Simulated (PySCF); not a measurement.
**C3H4F2O2Si: electronic excitations**

Aim: predict the electronic excitations of C3H4F2O2Si (`C=C1O[SiH2]C(F)(F)O1`).

The runs use PySCF 2.14.0, with density-fitted response routines of our own; the level of theory stands in each step. All values are computed, except where a source is named. Atoms count from 0, in the outputs and in this text.

## 1. The starting structure

12 atoms, charge 0, multiplicity 1; geometry from: GFN2-xTB.

Bonds of the start (Å): C0–C1 1.32, C1–O2 1.36, O2–Si3 1.64, Si3–C4 1.94, C4–F5 1.36, C4–F6 1.36, C4–O7 1.37, O7–C1 1.37, C0–H8 1.07, C0–H9 1.07, Si3–H10 1.45, Si3–H11 1.45.

## 2. Excited states and response: wB97X-D/def2-SVPD

What the job is given:

```
{"job": {"kind": "uv", "xc": "wB97X-D", "basis": "def2-SVPD", "nstates": 8, "ntriplets": 3}, "charge": 0, "multiplicity": 1}
C      2.299612    -0.172998    -0.240778
C      0.987682    -0.101893    -0.112548
O      0.161519    -1.153709    -0.348733
Si    -1.438442    -0.874651    -0.135808
C     -1.007731     0.955090     0.355578
F     -1.400362     1.309769     1.612572
F     -1.567707     1.903193    -0.449164
O      0.356390     1.052474     0.272781
H      2.762863    -1.090122    -0.543787
H      2.909609     0.685097    -0.043007
H     -1.930782    -1.605424     1.016802
H     -2.131453    -0.907511    -1.409934
```

Method: TDDFT wB97X-D/def2-SVPD, vertical, gas phase, core orbitals frozen in the response.

Run with:

```bash
> OMP_NUM_THREADS=1 python probes_run.py task.json out
```

One launch serves the whole session: the jobs run in the order shown.

Log:

```text
coarse grid: 11712 points
cycle   1  E = -755.4509006466  dE =  1.624e+00  |g| = 1.068e+00  |ddm| = 5.121e+00
cycle   2  E = -755.4189243775  dE =  3.198e-02  |g| = 1.222e+00  |ddm| = 3.570e+00
cycle   3  E = -755.6715820360  dE = -2.527e-01  |g| = 6.836e-02  |ddm| = 2.091e+00
cycle   4  E = -755.6722431166  dE = -6.611e-04  |g| = 4.717e-02  |ddm| = 1.658e-01
cycle   5  E = -755.6726552006  dE = -4.121e-04  |g| = 1.007e-02  |ddm| = 6.736e-02
cycle   6  E = -755.6726764565  dE = -2.126e-05  |g| = 3.231e-03  |ddm| = 2.342e-02
cycle   7  E = -755.6726788776  dE = -2.421e-06  |g| = 8.054e-04  |ddm| = 6.764e-03
final grid: 112664 points
cycle   8  E = -755.7854742699  dE = -1.276e-04  |g| = 8.411e-03  |ddm| = 1.809e-01
cycle   9  E = -755.7854756530  dE = -1.383e-06  |g| = 8.923e-03  |ddm| = 2.827e-02
cycle  10  E = -755.7854876818  dE = -1.203e-05  |g| = 6.705e-04  |ddm| = 6.713e-03
cycle  11  E = -755.7854877705  dE = -8.871e-08  |g| = 5.062e-04  |ddm| = 2.156e-03
cycle  12  E = -755.7854878244  dE = -5.398e-08  |g| = 9.796e-05  |ddm| = 9.455e-04
cycle  13  E = -755.7854878266  dE = -2.183e-09  |g| = 3.445e-05  |ddm| = 2.026e-04
cycle  14  E = -755.7854878269  dE = -3.040e-10  |g| = 7.971e-06  |ddm| = 8.054e-05
converged SCF energy = -755.7854878269

Static polarisability (au): isotropic 67.795, principal 54.492 62.544 86.348

Singlet excitations
state   eV       nm        f      main configurations
  1   5.9018    210.1   0.00137   H->L 0.94
  2   6.7144    184.7   0.02348   H->L+1 0.87
  3   7.2294    171.5   0.57770   H->L+3 0.94
  4   7.4377    166.7   0.01686   H->L+4 0.62, H->L+2 0.25
  5   7.5923    163.3   0.03017   H-1->L 0.86
  6   7.7766    159.4   0.00631   H->L+5 0.88
  7   7.9052    156.8   0.00006   H->L+2 0.63, H->L+4 0.23
  8   8.2496    150.3   0.00018   H->L+6 0.46, H-2->L 0.17, H->L+9 0.15

Triplet excitations (Tamm-Dancoff, eV): 4.6101 5.8142 6.6669
```

Run time: 73 s. Hardware: 1 thread of Arm Neoverse N1, shared host; peak memory 0.87 GiB.

Frontier orbitals and where they lie:

| orbital | eV | atoms |
| --- | --- | --- |
| HOMO−3 | -12.99 | O2 48 %, O7 26 %, Si3 7 % |
| HOMO−2 | -12.15 | O2 30 %, O7 25 %, Si3 14 % |
| HOMO−1 | -11.29 | C4 24 %, Si3 18 %, F6 16 % |
| HOMO | -8.83 | C0 40 %, C1 25 %, O2 12 % |
| LUMO | 0.96 | Si3 44 %, H11 12 %, H10 12 % |
| LUMO+1 | 1.82 | Si3 45 %, H10 16 %, H11 16 % |
| LUMO+2 | 2.08 | Si3 61 %, H10 11 %, H11 11 % |

With each of the 8 states as a Gaussian band of 0.4 eV half-width at 1/e, the curve within the window shown has maxima at 171 nm (ε 25,000) L/(mol cm). Beyond the last state computed it falls off for lack of states. The curve at chosen wavelengths:

| nm | ε (L/mol/cm) |
| --- | --- |
| 145 | 15 |
| 149 | 112 |
| 152 | 417 |
| 156 | 1849 |
| 159 | 4630 |
| 163 | 11673 |
| 166 | 18338 |
| 170 | 24289 |
| 173 | 23924 |
| 177 | 17951 |
| 180 | 12206 |
| 184 | 6153 |
| 187 | 3394 |
| 191 | 1478 |
| 194 | 794 |
| 198 | 355 |
| 201 | 203 |
| 205 | 111 |
| 208 | 82 |
| 212 | 63 |
| 215 | 53 |
| 219 | 40 |
| 222 | 30 |
| 226 | 19 |
| 229 | 13 |
| 233 | 7 |

Further results of this job:

| property | computed |
| --- | --- |
| dipole moment (D) | 2.88 |
| polarisability (Å³) | 10.05 |
| HOMO–LUMO gap (eV) | 9.80 |
| −ε(HOMO) (eV) | 8.83 |

## 3. Outcome

```
                                quantity                        value
      lowest singlet (wB97X-D/def2-SVPD)  5.90 eV (210 nm), f = 0.001
brightest single state of those computed  state 3, 7.23 eV, f = 0.578
                          lowest triplet                      4.61 eV
```

In words: The lowest singlet, at 5.90 eV, is HOMO→LUMO 0.94 and is weak; of the 8 states computed, the strongest absorption comes from state 3 at 7.23 eV. The lowest triplet lies 1.29 eV below the lowest singlet (triplets in Tamm-Dancoff, singlets in full TDDFT).
